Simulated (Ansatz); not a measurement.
# CH₃F₃SSi: small, medium and large basis sets

Aim: see how fast density functionals converge with the basis set for CH₃F₃SSi.

The runs use Ansatz 0.2.0, Gaussian basis; one geometry, several basis sets.

The runs, in order: PBE0-D4/def2-SVP; ωB97M-V/def2-SVP; PBE0-D4/def2-QZVPP; ωB97M-V/def2-QZVPP; the functionals' def2-TZVPP values are taken from earlier runs.

## Step 1: The relaxed structure

All runs share one geometry, relaxed beforehand with PBE0-D4 in a triple-zeta def2 set.

SMILES `CS[Si](F)(F)F`, 9 atoms, charge 0, spin multiplicity 1.

Atoms are counted from 1 here; the program's logs count them from 0.

Bond lengths: C1–S2 1.824 Å, C1–H7 1.089 Å, C1–H8 1.089 Å, C1–H9 1.089 Å, S2–Si3 2.080 Å, Si3–F4 1.577 Å, Si3–F5 1.572 Å, Si3–F6 1.577 Å. Angles: S2–C1–H7 105.8°, S2–C1–H8 111.0°, S2–C1–H9 111.0°, H7–C1–H8 109.1°, H7–C1–H9 109.1°, H8–C1–H9 110.6°, C1–S2–Si3 98.2°, S2–Si3–F4 112.8°, S2–Si3–F5 109.0°, S2–Si3–F6 112.8°, F4–Si3–F5 108.4°, F4–Si3–F6 105.3°, F5–Si3–F6 108.4°.

As a file:

```mol
CH3F3SSi
  3D, bonds by distance, orders not assigned

  9  8  0  0  0  0  0  0  0  0999 V2000
   -0.0959   -1.2180    0.9090 C   0  0
    1.2883   -0.4002    0.0478 S   0  0
    0.2087    1.1230   -0.8683 Si  0  0
   -0.9148    0.5804   -1.8336 F   0  0
    1.1948    2.0158   -1.7066 F   0  0
   -0.5423    2.0466    0.1669 F   0  0
    0.3433   -2.0565    1.4472 H   0  0
   -0.8290   -1.5949    0.1981 H   0  0
   -0.5648   -0.5426    1.6223 H   0  0
  1  2  8  0
  2  3  8  0
  3  4  8  0
  3  5  8  0
  3  6  8  0
  1  7  8  0
  1  8  8  0
  1  9  8  0
M  END
```

## Step 2: PBE0-D4 in def2-SVP

Input file in.yaml:

```yaml
crystal:
  periodic: [false, false, false]
  atoms:
    - {symbol: C, position_ang: [-0.095859, -1.217996, 0.908989]}
    - {symbol: S, position_ang: [1.288349, -0.400151, 0.047832]}
    - {symbol: Si, position_ang: [0.208706, 1.123045, -0.868284]}
    - {symbol: F, position_ang: [-0.914785, 0.580411, -1.833556]}
    - {symbol: F, position_ang: [1.194780, 2.015836, -1.706551]}
    - {symbol: F, position_ang: [-0.542286, 2.046595, 0.166870]}
    - {symbol: H, position_ang: [0.343327, -2.056466, 1.447216]}
    - {symbol: H, position_ang: [-0.828999, -1.594908, 0.198124]}
    - {symbol: H, position_ang: [-0.564833, -0.542567, 1.622259]}
basis:
  gaussian: {orbitals: def2-SVP}
hamiltonian: {xc: pbe0, dispersion: d4}
output: {orbitals: {seedname: orbitals}}
```

Started as:

```bash
$ ansatz run in.yaml --threads 4 --pin off --events-out ev --progress --plain --max-ram 10444MiB
```

The program printed:

```text
Functional definition: PBE0
  name "PBE0"
  cite "Adamo & Barone, J. Chem. Phys. 110, 6158 (1999) doi:10.1063/1.478522"
  cite "Perdew, Burke & Ernzerhof, Phys. Rev. Lett. 77, 3865 (1996) doi:10.1103/PhysRevLett.77.3865"
  parent pbe
  parameter a = 0.25
  parameter kappa = 0.804
  parameter beta = 0.06672455060314922
  exchange = (1 - a)*pbe_x(kappa = kappa, mu = beta*pi^2/3) + a*exact_x
  correlation = pbe_c(beta = beta)
1009 factors; integrals over basis functions are off by at most 8.4e-4 eV
mean field evaluation 1: about -27920.6832 eV, gradient 5.5e1 eV
mean field evaluation 2: about -27916.8768 eV, gradient 7.3e1 eV
mean field evaluation 4: about -27925.9500 eV, gradient 1.3e0 eV
mean field evaluation 8: about -27926.0560 eV, gradient 9.1e-2 eV
mean field evaluation 16: about -27926.0560 eV, gradient 2.2e-5 eV
mean field -27926.05601148 eV, -1026.2636294611 hartree, gradient 2.2e-5 eV, S^2 0.000000; 0 other end points of the search recorded, 0 dependent functions left out
reference -27926.05603447 eV, -1026.2636303063 hartree; 33, 33 occupied and 74, 74 virtual orbitals, 1009 factors
Total energy: -27926.25126311 eV, -1026.2708048265 hartree
```

Run time: 1.4 s. Hardware: 4 threads of Arm Neoverse V1, shared host.

## Step 3: ωB97M-V in def2-SVP

Edit in.yaml of step 2 so:

```diff
@@ -14,3 +14,3 @@
   gaussian: {orbitals: def2-SVP}
-hamiltonian: {xc: pbe0, dispersion: d4}
+hamiltonian: {xc: {name: wB97M-V}}
 output: {orbitals: {seedname: orbitals}}
```

Same command.

The program printed, cut to the lines that bear on the results:

```text
Functional definition: wB97M-V
  name "wB97M-V"
  cite "Mardirossian & Head-Gordon, J. Chem. Phys. 144, 214110 (2016) doi:10.1063/1.4952647"
  cite "Becke, J. Chem. Phys. 107, 8554 (1997) doi:10.1063/1.475007"
  cite "Vydrov & Van Voorhis, J. Chem. Phys. 133, 244103 (2010) doi:10.1063/1.3521275"
  # Of w^i u^j: cxij and so on, Table III.
[...]
  gx(w, u) = 1 - cx + cx01*u + cx10*w
  gss(w, u) = css00 + css04*u^4 + css10*w + css20*w^2 + css43*w^4*u^3
  gos(w, u) = cos00 + cos10*w + (cos20 + cos21*u)*w^2 + (cos60 + cos61*u)*w^6
[...]
      + integral(e_c_pw_mod_opposite_spin*gos(b97_w_opposite, b97_u_opposite)) + vv10(b, c)
1009 factors; integrals over basis functions are off by at most 8.4e-4 eV
279 factors; integrals over basis functions are off by at most 6.8e-6 eV
[...]
mean field -27938.60216341 eV, -1026.7246920407 hartree, gradient 8.2e-5 eV, S^2 0.000000; 0 other end points of the search recorded, 0 dependent functions left out
reference -27938.60219903 eV, -1026.7246933495 hartree; 33, 33 occupied and 74, 74 virtual orbitals, 1009 factors
Total energy: -27938.60219903 eV, -1026.7246933495 hartree
```

Run time: 6 s. Hardware: 4 threads of Arm Neoverse V1, shared host.

## Step 4: PBE0-D4 in def2-QZVPP

Edit in.yaml of step 3 so:

```diff
@@ -13,4 +13,4 @@
 basis:
-  gaussian: {orbitals: def2-SVP}
-hamiltonian: {xc: {name: wB97M-V}}
+  gaussian: {orbitals: "def2-QZVPP.json"}
+hamiltonian: {xc: pbe0, dispersion: d4}
 output: {orbitals: {seedname: orbitals}}
```

The command is unchanged.

The program printed:

```text
Functional definition: PBE0
  name "PBE0"
  cite "Adamo & Barone, J. Chem. Phys. 110, 6158 (1999) doi:10.1063/1.478522"
  cite "Perdew, Burke & Ernzerhof, Phys. Rev. Lett. 77, 3865 (1996) doi:10.1103/PhysRevLett.77.3865"
  parent pbe
  parameter a = 0.25
  parameter kappa = 0.804
  parameter beta = 0.06672455060314922
  exchange = (1 - a)*pbe_x(kappa = kappa, mu = beta*pi^2/3) + a*exact_x
  correlation = pbe_c(beta = beta)
1671 factors; their error is unknown
mean field evaluation 1: about -27938.9023 eV, gradient 6.5e1 eV
mean field evaluation 2: about -27933.2195 eV, gradient 8.8e1 eV
mean field evaluation 4: about -27945.8091 eV, gradient 2.1e0 eV
mean field evaluation 8: about -27945.8368 eV, gradient 3.6e-2 eV
mean field evaluation 16: about -27945.8368 eV, gradient 2.1e-5 eV
mean field -27945.83683499 eV, -1026.9905613173 hartree, gradient 2.1e-5 eV, S^2 0.000000; 0 other end points of the search recorded, 0 dependent functions left out
reference -27945.83686894 eV, -1026.9905625650 hartree; 33, 33 occupied and 425, 425 virtual orbitals, 1671 factors
Total energy: -27946.03209758 eV, -1026.9977370852 hartree
```

Run time: 11 s. Hardware: 4 threads of Arm Neoverse V1, shared host; peak memory 1.8 GiB.

## Step 5: ωB97M-V in def2-QZVPP

Edit in.yaml of step 4 so:

```diff
@@ -14,3 +14,3 @@
   gaussian: {orbitals: "def2-QZVPP.json"}
-hamiltonian: {xc: pbe0, dispersion: d4}
+hamiltonian: {xc: {name: wB97M-V}}
 output: {orbitals: {seedname: orbitals}}
```

Launched as before.

The program printed, cut to the lines that bear on the results:

```text
Functional definition: wB97M-V
  name "wB97M-V"
  cite "Mardirossian & Head-Gordon, J. Chem. Phys. 144, 214110 (2016) doi:10.1063/1.4952647"
  cite "Becke, J. Chem. Phys. 107, 8554 (1997) doi:10.1063/1.475007"
  cite "Vydrov & Van Voorhis, J. Chem. Phys. 133, 244103 (2010) doi:10.1063/1.3521275"
  # Of w^i u^j: cxij and so on, Table III.
[...]
  gx(w, u) = 1 - cx + cx01*u + cx10*w
  gss(w, u) = css00 + css04*u^4 + css10*w + css20*w^2 + css43*w^4*u^3
  gos(w, u) = cos00 + cos10*w + (cos20 + cos21*u)*w^2 + (cos60 + cos61*u)*w^6
[...]
      + integral(e_c_pw_mod_opposite_spin*gos(b97_w_opposite, b97_u_opposite)) + vv10(b, c)
1623 factors; their error is unknown
314 factors; integrals over basis functions are off by at most 6.9e-6 eV
[...]
mean field -27958.52506424 eV, -1027.4568451417 hartree, gradient 3.0e-5 eV, S^2 0.000000; 0 other end points of the search recorded, 0 dependent functions left out
reference -27958.52511980 eV, -1027.4568471836 hartree; 33, 33 occupied and 425, 425 virtual orbitals, 1623 factors
Total energy: -27958.52511980 eV, -1027.4568471836 hartree
```

It took 20 s on 4 threads of Arm Neoverse V1, shared host; peak memory 2.1 GiB.

## Step 6: Density functionals: the series

The def2-TZVPP values come from earlier runs at the same geometry.

| functional | basis | functions | energy (eV) | from the largest (eV) | HOMO (eV) | LUMO (eV) |
| --- | --- | --- | --- | --- | --- | --- |
| PBE0-D4 | def2-SVP | 107 | -27926.2513 | 19.781 | -7.78 | 0.20 |
| PBE0-D4 | def2-TZVPP | 250 | -27944.8978 | 1.134 | -7.84 | -0.21 |
| PBE0-D4 | def2-QZVPP | 458 | -27946.0321 | 0.000 | -7.86 | -0.40 |
| ωB97M-V | def2-SVP | 107 | -27938.6022 | 19.923 | -9.95 | 2.26 |
| ωB97M-V | def2-TZVPP | 250 | -27957.4577 | 1.067 | -10.04 | 1.70 |
| ωB97M-V | def2-QZVPP | 458 | -27958.5251 | 0.000 | -10.08 | 1.22 |

## Step 7: Outcome

```
                                       quantity           value
PBE0-D4: double and triple zeta above quadruple  19.78, 1.13 eV
ωB97M-V: double and triple zeta above quadruple  19.92, 1.07 eV
```

In words: PBE0-D4 gains 18.65 eV from double to triple zeta, then 1.13 eV more. Total energies overstate the basis error of differences, where much of it tends to cancel. The LUMO of ωB97M-V is positive and keeps falling with the basis (2.26 to 1.22 eV): an unbound level that the basis holds in place.

For PBE0-D4 the largest set took about 8 times as long as the smallest (11 s against 1.4 s).
